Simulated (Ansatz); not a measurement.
# BrFGa: the cost of one run

Computed with Ansatz 0.2.0 through its Python package. Level of theory: PBE0/def2-SVP.

## Step 1: The system

Bond lengths: F1–Ga2 1.553 Å, Ga2–Br3 2.329 Å. Angles: F1–Ga2–Br3 148.2°.

The script holds or builds the structure itself.

## Step 2: The code

The input, scan_brfga.py:

```python
"""Stretching a bond of BrFGa, the rest held rigid."""

import ansatz as az
import matplotlib.pyplot as plt
import numpy as np

BASIS_SET = "def2-SVP"
FUNCTIONAL = "pbe0"

brfga = (
    az.Crystal.molecule()
    .atom("F", (-1.4729, 0.5424, -0.7556))
    .atom("Ga", (-0.1147, 0.3969, -0.0168))
    .atom("Br", (1.5767, -1.0041, 0.7591))
)

symbols = [site.symbol for site in brfga.cartesian_sites]
start = np.array([site.position_ang for site in brfga.cartesian_sites])
axis = (start[2] - start[1]) / np.linalg.norm(start[2] - start[1])
moving = [2]
lengths, energies = [2.05, 2.143, 2.236, 2.329, 2.422, 2.516, 2.609, 2.749], []
for length in lengths:
    xyz = start.copy()
    xyz[moving] += (length - np.linalg.norm(start[2] - start[1])) * axis
    point = az.Crystal.molecule()
    for symbol, place in zip(symbols, xyz):
        point = point.atom(symbol, place.tolist())
    model = point.calculation()
    model = model.basis(gaussian=BASIS_SET).functional(FUNCTIONAL)
    model = model.spin("collinear", total=1)
    r = model.run(threads=1).report
    energies.append(r["free_energy_ev"])
    print(f"r = {length:6.3f} A  E = {energies[-1]:.5f} eV  <S^2> = {abs(r['mean_field']['state']['spin_squared']):.3f}")

# quartic fit about the minimum
fit = np.polynomial.Polynomial.fit(lengths, np.array(energies) - min(energies), 4).convert()
roots = [r.real for r in fit.deriv().roots() if abs(r.imag) < 1e-9 and fit.deriv(2)(r.real) > 0]
r_e = min(roots, key=lambda r: abs(r - lengths[int(np.argmin(energies))]))
print(f"minimum of the fit at {r_e:.4f} A, force constant {fit.deriv(2)(r_e):.2f} eV/A^2")
plt.figure(figsize=(4.5, 3))
plt.plot(lengths, np.array(energies) - min(energies), "o-")
plt.xlabel("bond length (A)")
plt.ylabel("E - E(min) (eV)")
plt.tight_layout()
plt.savefig("scan.png", dpi=100)
```

## Step 3: What the engine is handed

The package turns the script's settings into the engine's input (first run):

```yaml
crystal:
  periodic: [false, false, false]
  atoms:
    - { symbol: F, position_ang: [-1.4729, 0.5424, -0.7556] }
    - { symbol: Ga, position_ang: [-0.1147, 0.3969, -0.0168] }
    - { symbol: Br, position_ang: [1.3738864759528215, -0.8361079536537206, 0.6660628631262825] }
basis:
  gaussian:
    orbitals: def2-SVP
hamiltonian:
  xc: pbe0
magnetization:
  spin_polarized: true
  initial_magnetization: 1.0
```

## Step 4: The run

Started as:

```sh
$ python scan_brfga.py
```

Q: Estimate wall time and peak memory on 1 thread of Arm Neoverse N1, shared host.

About 53 s, with a peak of 0.33 GiB.
